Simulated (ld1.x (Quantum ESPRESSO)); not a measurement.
**An ultrasoft potential for Ge, from input to tests**

Do these settings give a usable potential? It is generated, then checked for transferability, scattering, ghosts and hardness.

The numbers are computed with ld1.x (Quantum ESPRESSO) 7.5 (PBE, scalar-relativistic, spin-unpolarised reference atom).

## 1. Settings

The settings as typed:

```
element                 : germanium (Ge, Z = 32)
type                    : ultrasoft
frozen core             : [Ar]
valence charge          : 14
reference configuration : 3d10 4s1 4p3
partial waves           : 4s (bound): rcut 1.30, rcutus 1.56 bohr; 4s channel at 1 Ry: rcut 1.30, rcutus 1.56 bohr; 4p (bound): rcut 1.56, rcutus 2.14 bohr; 4p channel at 0.6 Ry: rcut 1.56, rcutus 2.14 bohr; 3d (bound): rcut 1.12, rcutus 1.24 bohr; 3d channel at -1.95 Ry: rcut 1.12, rcutus 1.24 bohr
local potential         : all-electron potential smoothed inside 1.82 bohr (lloc = -1)
core correction         : a·sin(br)/r model core inside 0.90 bohr
augmentation charge     : built from norm-conserving waves at rcut, not smoothed further
```

An earlier all-electron run gives the scale for the radii.

All-electron outer shells of the reference configuration (PBE, scalar-relativistic, ld1.x):

```tsv
shell	level (eV)	outermost node (bohr)	outermost maximum (bohr)
3s	-170.28	0.26	0.54
3p	-117.41	0.23	0.54
3d	-31.05	–	0.50
4s	-12.69	0.77	1.73
4p	-4.58	0.82	2.16
```

## 2. Generating the potential

Ge.in reads:

```
 &input
   title='Ge', zed=32., rel=1, dft='PBE', iswitch=3,
   config='[Ar] 3d10 4s1 4p3',
   nld=3, rlderiv=2.35, eminld=-4.0, emaxld=5.0, deld=0.02
 /
 &inputp
   pseudotype=3, tm=.true., lloc=-1, rcloc=1.82,
   nlcc=.true., rcore=0.90,
   file_pseudopw='Ge.UPF', file_wfcaegen='ae.wfc', file_wfcncgen='nc.wfc', file_beta='beta', file_chi='chi', file_wfcusgen='us.wfc'
 /
6
4S  1  0   1.00   0.00  1.30  1.56  0.0
4S  1  0   0.00   1.00  1.30  1.56  0.0
4P  2  1   3.00   0.00  1.56  2.14  0.0
4P  2  1   0.00   0.60  1.56  2.14  0.0
3D  3  2  10.00   0.00  1.12  1.24  0.0
3D  3  2   0.00  -1.95  1.12  1.24  0.0
 &test
   configts(1)='3d10 4s1 4p3'
 /
```

Launch:

```sh
$ ld1.x < Ge.in > Ge.out
```

What the program wrote to Ge.out (without the banner and most projector matrices):

```text
     Program LD1 v.7.5
     --------------------------- All-electron run ----------------------------

     Ge
     scalar relativistic calculation

     atomic number is 32.00
     dft =PBE   lsd =0 sic =0 latt =0  beta=0.20 tr2=1.0E-14
     Exchange-correlation= PBE
                           (   1   4   3   4   0   0   0)
     mesh =1207 r(mesh) = 100.41023 a.u. xmin = -7.00 dx = 0.01250
     1 Ry =  13.60569312 eV, c = 137.03599908

     n l     nl                  e(Ry)          e(Ha)          e(eV)
     1 0     1S 1( 2.00)      -805.7647      -402.8823    -10962.9868
     2 0     2S 1( 2.00)      -100.9528       -50.4764     -1373.5327
     2 1     2P 1( 6.00)       -88.2315       -44.1157     -1200.4503
     3 0     3S 1( 2.00)       -12.5157        -6.2578      -170.2842
     3 1     3P 1( 6.00)        -8.6294        -4.3147      -117.4087
     3 2     3D 1(10.00)        -2.2821        -1.1410       -31.0495
     4 0     4S 1( 1.00)        -0.9325        -0.4662       -12.6867
     4 1     4P 1( 3.00)        -0.3369        -0.1684        -4.5831

     final scf error:  7.4E-15 reached in  35 iterations

     Etot =   -4197.084042 Ry,   -2098.542021 Ha,  -57104.237489 eV

     Ekin =    4273.083513 Ry,    2136.541757 Ha,   58138.262967 eV
     Encl =  -10111.719486 Ry,   -5055.859743 Ha, -137576.952274 eV
     Eh   =    1800.433334 Ry,     900.216667 Ha,   24496.143427 eV
     Exc  =    -158.881403 Ry,     -79.440701 Ha,   -2161.691609 eV

     normalization and overlap integrals

     s(1S/1S) =  1.000000  <r> =   0.0470  <r2> =    0.0030  r(max) =   0.0309
     s(2S/2S) =  1.000000  <r> =   0.2100  <r2> =    0.0520  r(max) =   0.1754
     s(2P/2P) =  1.000000  <r> =   0.1837  <r2> =    0.0414  r(max) =   0.1418
     s(3S/3S) =  1.000000  <r> =   0.6242  <r2> =    0.4494  r(max) =   0.5402
     s(3P/3P) =  1.000000  <r> =   0.6469  <r2> =    0.4926  r(max) =   0.5402
     s(3D/3D) =  1.000000  <r> =   0.7341  <r2> =    0.6907  r(max) =   0.5012
     s(4S/4S) =  1.000000  <r> =   2.0845  <r2> =    5.0180  r(max) =   1.7277
     s(4P/4P) =  1.000000  <r> =   2.7865  <r2> =    9.2245  r(max) =   2.1636

     ------------------------ End of All-electron run ------------------------

     --------------------- Generating US pseudopotential ---------------------

      Generating local potential from pseudized AE potential:
      Matching radius rcloc =   1.8200

      Local pseudo, rcloc= 1.839 Estimated cut-off energy=     7.16 Ry

      Computing core charge for nlcc:

       r > 0.90 : true rho core
       r < 0.90 : rho core = a sin(br)/r    a=  12.60  b=   2.91

      Integrated core pseudo-charge :   5.29

      Wfc   4S  rcut= 1.296  Using Troullier-Martins method
      Wfc-us  4S rcutus= 1.544  Estimated cut-off energy=    17.89 Ry

      Wfc   4S  rcut= 1.296  Using Troullier-Martins method
      Wfc-us  4S rcutus= 1.544  Estimated cut-off energy=    20.58 Ry

      Wfc   4P  rcut= 1.544  Using Troullier-Martins method
      Wfc-us  4P rcutus= 2.137  Estimated cut-off energy=    16.35 Ry

      Wfc   4P  rcut= 1.544  Using Troullier-Martins method
      Wfc-us  4P rcutus= 2.137  Estimated cut-off energy=    18.23 Ry

      Wfc   3D  rcut= 1.115  Using Troullier-Martins method
      Wfc-us  3D rcutus= 1.233  Estimated cut-off energy=    77.79 Ry

      Wfc   3D  rcut= 1.115  Using Troullier-Martins method
      Wfc-us  3D rcutus= 1.233  Estimated cut-off energy=    81.88 Ry

     ------------------- End of pseudopotential generation -------------------

     [... the all-electron block is printed once more ...]


     Computing logarithmic derivative in   2.34676
     Computing logarithmic derivative in   2.34676
     Computing the partial wave expansion
     R is outside the sphere for l=    0 j= 0.00
     R is outside the sphere for l=    0 j= 0.00
     R is outside the sphere for l=    1 j= 0.00
     R is outside the sphere for l=    1 j= 0.00
     R is outside the sphere for l=    2 j= 0.00
     R is outside the sphere for l=    2 j= 0.00

     ---------------------- Testing the pseudopotential ----------------------

     Ge
     scalar relativistic calculation

     atomic number is 32.00   valence charge is 14.00
     dft =PBE   lsd =0 sic =0 latt =0  beta=0.20 tr2=1.0E-14
     mesh =1207 r(mesh) = 100.41023 xmin = -7.00 dx = 0.01250

     n l     nl             e AE (Ry)        e PS (Ry)    De AE-PS (Ry)
     3 2     3D   1(10.00)       -2.28210       -2.28210        0.00000
     1 0     4S   1( 1.00)       -0.93246       -0.93246        0.00000
     2 1     4P   1( 3.00)       -0.33685       -0.33685        0.00000

     eps = 3.0E-15  iter =  3

     Etot =   -4197.084042 Ry,   -2098.542021 Ha,  -57104.237489 eV
     Etotps =  -192.568663 Ry,     -96.284332 Ha,   -2620.030138 eV

     Ekin =      59.446218 Ry,      29.723109 Ha,     808.806996 eV
     Encl =    -364.273384 Ry,    -182.136692 Ha,   -4956.191869 eV
     Ehrt =     163.130498 Ry,      81.565249 Ha,    2219.503490 eV
     Ecxc =     -37.726452 Ry,     -18.863226 Ha,    -513.294523 eV
     (Ecc =      -9.084416 Ry,      -4.542208 Ha,    -123.599780 eV)
     Epseu=     -13.145544 Ry,      -6.572772 Ha,    -178.854232 eV

     ---------------------- End of pseudopotential test ----------------------
```

Run time: 1.7 s. Hardware: 1 thread of Neoverse-V1, shared host. (Generation and the later configuration tests together.)

All-electron and pseudo partial waves u(r) = r·R(r), from the program's wave files:

```
r (bohr)    4p AE   4p PS    4s AE   4s PS
   0.107   0.1548  0.0056   0.1776  0.0227
   0.214   0.0206  0.0222   0.1005  0.0486
   0.321  -0.1641  0.0489  -0.1924  0.0803
   0.428  -0.2521  0.0846  -0.3441  0.1200
   0.535  -0.2427  0.1276  -0.3253  0.1688
   0.642  -0.1720  0.1760  -0.2003  0.2268
   0.749  -0.0716  0.2278  -0.0300  0.2929
   0.856   0.0379  0.2811   0.1462  0.3651
   0.963   0.1446  0.3340   0.3074  0.4404
   1.070   0.2424  0.3848   0.4443  0.5152
   1.177   0.3287  0.4321   0.5541  0.5857
   1.284   0.4025  0.4751   0.6375  0.6481
   1.391   0.4642  0.5130   0.6972  0.6992
   1.498   0.5145  0.5457   0.7362  0.7363
   1.605   0.5545  0.5729   0.7581  0.7581
   1.712   0.5853  0.5950   0.7657  0.7657
   1.819   0.6080  0.6122   0.7619  0.7619
   1.926   0.6234  0.6247   0.7489  0.7489
   2.033   0.6326  0.6327   0.7289  0.7289
   2.140   0.6363  0.6363   0.7035  0.7035
   2.247   0.6353  0.6353   0.6742  0.6742
   2.354   0.6304  0.6304   0.6422  0.6422
   2.461   0.6221  0.6221   0.6086  0.6086
   2.568   0.6112  0.6112   0.5742  0.5742
   2.675   0.5980  0.5980   0.5395  0.5395
   2.782   0.5830  0.5830   0.5052  0.5052
```

## 3. Transferability test

Ge.test.in reads:

```
 &input
   title='Ge', zed=32., rel=1, dft='PBE', iswitch=2,
   config='[Ar] 3d10 4s1 4p3'
 /
 &test
   file_pseudo='Ge.UPF', nconf=8,
   configts(1)='3d10 4s1 4p3',
   configts(2)='3d10 4s2 4p2',
   configts(3)='3d10 4s2 4p1',
   configts(4)='3d10 4s2 4p0',
   configts(5)='3d10 4s2 4p1.5',
   configts(6)='3d10 4s1 4p2',
   configts(7)='3d10 4s0 4p4',
   configts(8)='3d10 4s0 4p0'
 /
```

Launch:

```sh
$ ld1.x < Ge.test.in > Ge.test.out
```

Ge.test.out, the pseudopotential blocks, each with the warnings that came before it:

```text
     ---------------------- Testing the pseudopotential ----------------------

     Ge
     scalar relativistic calculation

     atomic number is 32.00   valence charge is 14.00
     dft =PBE   lsd =0 sic =0 latt =0  beta=0.20 tr2=1.0E-14
     mesh =1207 r(mesh) = 100.41023 xmin = -7.00 dx = 0.01250

     n l     nl             e AE (Ry)        e PS (Ry)    De AE-PS (Ry)
     3 2     3D   1(10.00)       -2.28210       -2.28210        0.00000
     1 0     4S   1( 1.00)       -0.93246       -0.93246        0.00000
     2 1     4P   1( 3.00)       -0.33685       -0.33685        0.00000

     eps = 3.0E-15  iter =  3

     Etot =   -4197.084042 Ry,   -2098.542021 Ha,  -57104.237489 eV
     Etotps =  -192.568663 Ry,     -96.284332 Ha,   -2620.030138 eV

     Ekin =      59.446218 Ry,      29.723109 Ha,     808.806996 eV
     Encl =    -364.273384 Ry,    -182.136692 Ha,   -4956.191869 eV
     Ehrt =     163.130498 Ry,      81.565249 Ha,    2219.503490 eV
     Ecxc =     -37.726452 Ry,     -18.863226 Ha,    -513.294523 eV
     (Ecc =      -9.084416 Ry,      -4.542208 Ha,    -123.599780 eV)
     Epseu=     -13.145544 Ry,      -6.572772 Ha,    -178.854232 eV

     ---------------------- End of pseudopotential test ----------------------

     ---------------------- Testing the pseudopotential ----------------------

     Ge
     [...]
     n l     nl             e AE (Ry)        e PS (Ry)    De AE-PS (Ry)
     3 2     3D   1(10.00)       -2.15431       -2.15179       -0.00252
     1 0     4S   1( 2.00)       -0.86222       -0.86215       -0.00007
     2 1     4P   1( 2.00)       -0.28630       -0.28632        0.00002

     eps = 7.3E-15  iter =  8

     Etot =   -4197.669992 Ry,   -2098.834996 Ha,  -57112.209742 eV
     Etotps =  -193.154619 Ry,     -96.577310 Ha,   -2628.002473 eV
     dEtot_ae =      -0.585950 Ry
     dEtot_ps =      -0.585956 Ry,   Delta E=       0.000006 Ry

     [...]
     ---------------------- End of pseudopotential test ----------------------

     ---------------------- Testing the pseudopotential ----------------------

     Ge
     [...]
     n l     nl             e AE (Ry)        e PS (Ry)    De AE-PS (Ry)
     3 2     3D   1(10.00)       -2.81637       -2.81064       -0.00573  !
     1 0     4S   1( 2.00)       -1.45956       -1.45953       -0.00003
     2 1     4P   1( 1.00)       -0.82628       -0.82637        0.00009

     eps = 7.7E-15  iter =  8

     Etot =   -4197.122869 Ry,   -2098.561434 Ha,  -57104.765750 eV
     Etotps =  -192.607387 Ry,     -96.303693 Ha,   -2620.557000 eV
     dEtot_ae =      -0.038826 Ry
     dEtot_ps =      -0.038724 Ry,   Delta E=      -0.000103 Ry

     [...]
     ---------------------- End of pseudopotential test ----------------------

     ---------------------- Testing the pseudopotential ----------------------

     Ge
     [...]
     n l     nl             e AE (Ry)        e PS (Ry)    De AE-PS (Ry)
     3 2     3D   1(10.00)       -3.61570       -3.60392       -0.01178  !
     1 0     4S   1( 2.00)       -2.14976       -2.15007        0.00031
     2 1     4P   1( 0.00)       -1.45571       -1.45618        0.00047

     eps = 1.6E-15  iter =  7

     Etot =   -4195.988126 Ry,   -2097.994063 Ha,  -57089.326796 eV
     Etotps =  -191.472254 Ry,     -95.736127 Ha,   -2605.112728 eV
     dEtot_ae =       1.095916 Ry
     dEtot_ps =       1.096409 Ry,   Delta E=      -0.000494 Ry

     [...]
     ---------------------- End of pseudopotential test ----------------------

     ---------------------- Testing the pseudopotential ----------------------

     Ge
     [...]
     n l     nl             e AE (Ry)        e PS (Ry)    De AE-PS (Ry)
     3 2     3D   1(10.00)       -2.46527       -2.46149       -0.00378
     1 0     4S   1( 2.00)       -1.14653       -1.14646       -0.00007
     2 1     4P   1( 1.50)       -0.54268       -0.54271        0.00003

     eps = 4.3E-15  iter = 10

     Etot =   -4197.464058 Ry,   -2098.732029 Ha,  -57109.407861 eV
     Etotps =  -192.948646 Ry,     -96.474323 Ha,   -2625.200071 eV
     dEtot_ae =      -0.380015 Ry
     dEtot_ps =      -0.379983 Ry,   Delta E=      -0.000032 Ry

     [...]
     ---------------------- End of pseudopotential test ----------------------

     ---------------------- Testing the pseudopotential ----------------------

     Ge
     [...]
     n l     nl             e AE (Ry)        e PS (Ry)    De AE-PS (Ry)
     3 2     3D   1(10.00)       -2.94373       -2.94104       -0.00269
     1 0     4S   1( 1.00)       -1.53157       -1.53164        0.00007
     2 1     4P   1( 2.00)       -0.88375       -0.88382        0.00007

     eps = 1.6E-16  iter =  9

     Etot =   -4196.482228 Ry,   -2098.241114 Ha,  -57096.049396 eV
     Etotps =  -191.966758 Ry,     -95.983379 Ha,   -2611.840799 eV
     dEtot_ae =       0.601814 Ry
     dEtot_ps =       0.601905 Ry,   Delta E=      -0.000092 Ry

     [...]
     ---------------------- End of pseudopotential test ----------------------

     ---------------------- Testing the pseudopotential ----------------------

     Ge
     [...]
     n l     nl             e AE (Ry)        e PS (Ry)    De AE-PS (Ry)
     3 2     3D   1(10.00)       -2.40106       -2.40409        0.00303
     1 0     4S   1( 0.00)       -0.99555       -0.99566        0.00012
     2 1     4P   1( 4.00)       -0.38263       -0.38263       -0.00000

     eps = 8.6E-15  iter = 10

     Etot =   -4196.479660 Ry,   -2098.239830 Ha,  -57096.014458 eV
     Etotps =  -191.964182 Ry,     -95.982091 Ha,   -2611.805748 eV
     dEtot_ae =       0.604382 Ry
     dEtot_ps =       0.604482 Ry,   Delta E=      -0.000100 Ry

     [...]
     ---------------------- End of pseudopotential test ----------------------

     Warning: n=3, l=2 expected 0 nodes, found 1
     ---------------------- Testing the pseudopotential ----------------------

     Ge
     [...]
     n l     nl             e AE (Ry)        e PS (Ry)    De AE-PS (Ry)
     3 2     3D   1(10.00)       -5.73553       -5.71539       -0.02014  !
     1 0     4S   1( 0.00)       -3.84393       -3.84733        0.00340
     2 1     4P   1( 0.00)       -3.00875       -3.01212        0.00337

     eps = 2.6E-17  iter =  7

     Etot =   -4190.024885 Ry,   -2095.012443 Ha,  -57008.192764 eV
     Etotps =  -185.505389 Ry,     -92.752695 Ha,   -2523.929396 eV
     dEtot_ae =       7.059157 Ry
     dEtot_ps =       7.063274 Ry,   Delta E=      -0.004117 Ry

     [...]
     ---------------------- End of pseudopotential test ----------------------
```

Excitation and ionisation energies from 3d10 4s1 4p3, with the error of the potential. A star marks tests that logged a warning.

| valence configuration | charge | ΔE all-electron (eV) | error AE − PS (meV) |
| --- | --- | --- | --- |
| 3d10 4s2 4p2 | 0 | -7.972 | +0.1 |
| 3d10 4s2 4p1 | +1 | -0.528 | -1.4 |
| 3d10 4s2 4p0 | +2 | 14.911 | -6.7 |
| 3d10 4s2 4p1.5 | +0.5 | -5.170 | -0.4 |
| 3d10 4s1 4p2 | +1 | 8.188 | -1.3 |
| 3d10 4s0 4p4 | 0 | 8.223 | -1.4 |
| 3d10 4s0 4p0 * | +4 | 96.045 | -56 |

## 4. Scattering by logarithmic derivatives

Taken from the files of the generation run. The phase is arctan(r·u′/u) with u = r·R, unwrapped, with energies in Ry. A pole is an energy at which the radial function vanishes at the test radius. The pseudo phase is shifted by a multiple of π to meet the all-electron one at the reference energy. Levels narrower than the energy grid can be missing from the poles. The last column is the largest difference on the grid between −1 and +1 Ry.

| channel | radius (bohr) | reference (Ry) | poles AE | poles PS | window around the reference with phases within 0.05 rad (Ry) | largest difference near zero (rad) |
| --- | --- | --- | --- | --- | --- | --- |
| s | 2.35 | -0.93 | 0.52 | 0.52 | the whole range | 0.000 |
| p | 2.35 | -0.34 | 1.80 | 1.80 | the whole range | 0.000 |
| d | 2.35 | -2.28 | -2.24, 4.06 | -2.24, 4.12 | the whole range | 0.001 |

Phases (rad) along the scan:

```
E (Ry)    d AE    d PS    p AE    p PS
 -4.00   1.356   1.356   1.329   1.329
 -3.52   1.339   1.339   1.308   1.307
 -3.04   1.315   1.315   1.280   1.279
 -2.56   1.250   1.250   1.241   1.241
 -2.08  -1.765  -1.765   1.184   1.183
 -1.60  -1.846  -1.846   1.089   1.088
 -1.12  -1.895  -1.895   0.900   0.899
 -0.64  -1.956  -1.957   0.416   0.416
 -0.16  -2.049  -2.049  -0.582  -0.582
  0.32  -2.214  -2.214  -1.161  -1.161
  0.80  -2.571  -2.570  -1.383  -1.383
  1.28  -3.340  -3.336  -1.495  -1.495
  1.76  -4.052  -4.047  -1.566  -1.565
  2.24  -4.370  -4.366  -1.619  -1.619
  2.72  -4.523  -4.519  -1.666  -1.665
  3.20  -4.612  -4.608  -1.712  -1.710
  3.68  -4.674  -4.669  -1.765  -1.762
  4.16  -4.722  -4.716  -1.833  -1.827
  4.64  -4.763  -4.755  -1.935  -1.926
```

## 5. Plane-wave convergence, by spherical Bessel functions

This step uses the generator's waves and projectors in a separate script. Basis: spherical Bessel functions vanishing at 20 bohr, q² up to the cutoff; potential fixed at the reference.

All-electron valence levels (Ry): 4s -0.9325, 4p -0.3368, 3d -2.2821. The lowest levels of each channel (Ry) by cutoff; the last column sums, over occupied levels, occupation times the distance from the level at 400 Ry. A positive value at high cutoff is not a bound level.

```
cutoff (Ry)     s #1     p #1     d #1    f #1  Σ f·Δε (mRy)
          8  -0.9047  -0.3344   0.0492  0.1092       23348.1
         21  -0.9321  -0.3368  -0.4207  0.1092       18615.0
         40  -0.9324  -0.3369  -2.0494  0.1092        2327.1
         70  -0.9325  -0.3369  -2.2805  0.1092          16.5
        100  -0.9325  -0.3369  -2.2814  0.1092           6.7
        110  -0.9325  -0.3369  -2.2818  0.1092           3.1
        160  -0.9325  -0.3369  -2.2820  0.1092           0.7
        200  -0.9325  -0.3369  -2.2821  0.1092           0.2
        400  -0.9325  -0.3369  -2.2821  0.1092           0.0
```

The sum stays within 10 mRy from 100 Ry and within 1 mRy from 160 Ry. The sum leaves out empty levels, which can need more. Ghost test: no level below the all-electron spectrum of its channel (s, p, d, f tested).

## 6. Outcome

| quantity | value |
| --- | --- |
| cutoffs for 10 and 1 mRy, occupied levels | 100 Ry and 160 Ry |
| bound ghosts | none found |
| largest test error (AE − PS) | -56 meV, for 3d10 4s0 4p0 (this test logged a warning) |
| largest phase difference near zero energy, channels read | 0.001 rad |
| lowest eigenvalue of the overlap (Bessel basis) | 0.353 (s) |

**Reading.** The worst unpolarised test, 3d10 4s0 4p0, is off by 56 meV on 96.0 eV; by total energies transferability rates as fair. That test lies far up in energy; among those under 40 eV, nearer to bonding, the largest error is 6.7 meV. It counts as hard, with 100 Ry needed at the looser tolerance. The slowest occupied level is 3d: taken alone it needs 100 Ry to come within 1 mRy, against 18 Ry for 4s. The Bessel-basis test finds no level below the valence levels. Near zero energy the phases of the channels with partial waves agree within 0.001 rad. These are tests on the free atom; a crystal test is still owed.
